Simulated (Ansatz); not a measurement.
# C2H4SSi: the cost of one run

Program: Ansatz 0.2.0. Level of theory: RKS BHLYP-D4/def2-SVP. These are calculated values, not measurements.

### Step 1. The system as given

Bond lengths: C1–Si2 1.698 Å, Si2–C3 1.897 Å, C3–S4 1.852 Å, C1–H5 1.083 Å, C3–H6 1.095 Å, C3–H7 1.095 Å, S4–H8 1.335 Å. Angles: C1–Si2–C3 164.0°, Si2–C1–H5 119.5°, Si2–C3–S4 107.5°, Si2–C3–H6 112.3°, Si2–C3–H7 112.3°, S4–C3–H6 107.6°, S4–C3–H7 107.6°, H6–C3–H7 109.3°, C3–S4–H8 95.7°.

Structure file:

```xyz
8

C    -1.3771    2.0189   -1.2038
Si   -0.2735    0.8182   -0.7307
C     0.6073   -0.5893    0.1859
S    -0.4542   -1.0685    1.6253
H    -1.1765    2.6094   -2.0898
H     1.5817   -0.2824    0.5799
H     0.7346   -1.4779   -0.4416
H     0.3577   -2.0285    2.0746
```

### Step 2. End point A

Contents of input.yaml:

```yaml
crystal:
  periodic: [false, false, false]
  atoms:
    - { symbol: C, position_ang: [-1.37711, 2.01892, -1.20384] }
    - { symbol: Si, position_ang: [-0.27352, 0.81818, -0.73065] }
    - { symbol: C, position_ang: [0.60734, -0.58934, 0.18594] }
    - { symbol: S, position_ang: [-0.45425, -1.06846, 1.62532] }
    - { symbol: H, position_ang: [-1.17654, 2.60938, -2.08977] }
    - { symbol: H, position_ang: [1.58174, -0.28237, 0.57995] }
    - { symbol: H, position_ang: [0.73464, -1.47785, -0.44158] }
    - { symbol: H, position_ang: [0.3577, -2.02846, 2.07463] }
basis:
  gaussian: { orbitals: def2-SVP }
hamiltonian:
  xc: { name: BHLYP }
  dispersion: d4
relax:
  f_tol: 0.015
  max_steps: 40
output:
  orbitals: {}
```

Started as:

```
$ ansatz run input.yaml --threads 1 --pin off --max-ram 2048MiB --backend cpu --events-out ev --progress --plain --runs-dir out
```

Q: Estimate wall time and peak memory on 1 thread of Intel Xeon 6975P-C (Granite Rapids), shared host.

About 49 s, with a peak of 0.18 GiB.
